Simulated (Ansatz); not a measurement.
# ZrH₂ (triplet): the correlation ladder at scale of all distances = 2.404, def2-SVP

How much of the correlation energy of ZrH₂ (triplet) does each wave-function method recover here?

The runs use Ansatz 0.2.0, Gaussian basis; def2-SVP, core rule «outside noble gas», up to 4 orbitals frozen.

Plan: UHF; CCSD(T) on natural orbitals of UHF; CCSD(T) on UHF; CISD; CCSDT(Q) on natural orbitals of UHF; CCSDT(Q) on UHF; CASSCF and MRCISD+Q, 4 electrons in 4 orbitals; CASSCF and NEVPT2, 4 electrons in 4 orbitals; CASSCF and MRCISD+Q, 6 electrons in 8 orbitals; CASSCF and NEVPT2, 6 electrons in 8 orbitals; Full CI.

21 further runs of the same task are left out: 8 for a known fault of the program, 13 that didn't finish.

### Step 1. What is computed

The geometry derives from a PBE0/def2-TZVP stationary point (not a proven minimum). All distances are scaled together. No spin-orbit coupling is included. Elements past krypton take def2 core potentials.

3 atoms, charge 0, spin multiplicity 3.

Atoms are counted from 1 here; the program's logs count them from 0.

No contacts short enough for the rule that draws bonds.

### Step 2. UHF

in.yaml reads:

```yaml
crystal:
  periodic: [false, false, false]
  atoms:
    - {symbol: Zr, position_ang: [0.000000, 0.000000, 0.000000]}
    - {symbol: H, position_ang: [0.000000, 0.000000, -4.719773]}
    - {symbol: H, position_ang: [0.000000, 0.000000, 4.719773]}
basis:
  gaussian: {orbitals: def2-SVP}
magnetization: {spin_polarized: true, initial_magnetization: 2}
hamiltonian: {xc: hf}
output: {orbitals: {seedname: orbitals}}
```

Started as:

```sh
$ ansatz run in.yaml --threads 1 --pin off --events-out ev --progress --plain --max-ram 2393MiB
```

Further steps of the session: CCSD(T) on natural orbitals of UHF; CCSD(T) on UHF; CISD; CCSDT(Q) on natural orbitals of UHF; CCSDT(Q) on UHF; CASSCF and MRCISD+Q, 4 electrons in 4 orbitals; CASSCF and NEVPT2, 4 electrons in 4 orbitals; CASSCF and MRCISD+Q, 6 electrons in 8 orbitals; CASSCF and NEVPT2, 6 electrons in 8 orbitals; Full CI.

Before running them: what should the planned runs give, taken together? Wanted: FCI below the RHF energy; RMP2 from FCI; RCCSD from FCI; RCCSD(T) from FCI; NEVPT2 pair from FCI; MRCISD+Q pair from FCI; NEVPT2 valence from FCI; T1 diagnostic; effectively unpaired electrons.

The runs gave:

```
                         quantity                  value
         FCI below the RHF energy             -2.9829 eV
                    RMP2 from FCI        -36.80 kcal/mol
                   RCCSD from FCI         +0.93 kcal/mol
                RCCSD(T) from FCI         -2.44 kcal/mol
             NEVPT2 pair from FCI         +9.28 kcal/mol
           MRCISD+Q pair from FCI         -1.47 kcal/mol
          NEVPT2 valence from FCI        +10.98 kcal/mol
levels within 1 kcal/mol (43 meV)  RCCSD, MRCISD valence
                    T1 diagnostic                  0.396
   effectively unpaired electrons                   4.10
```

What this shows: RCCSD(T) misses by -2.44 kcal/mol, 3.6 % of the correlation energy. RMP2, RCCSD(T), MRCISD+Q pair, MRCISD+Q valence fall below full CI, which methods that aren't variational can do. The occupations show strong static correlation (4.1 unpaired electrons where one determinant has 2). Coupled cluster on one determinant still stays close here. Of the multireference levels listed MRCISD+Q pair comes nearest in total energy (-1.47 kcal/mol), which doesn't show that its space is the better one. Coupled cluster took another determinant than the lowest Hartree-Fock one. These misses are within one basis, not against nature.
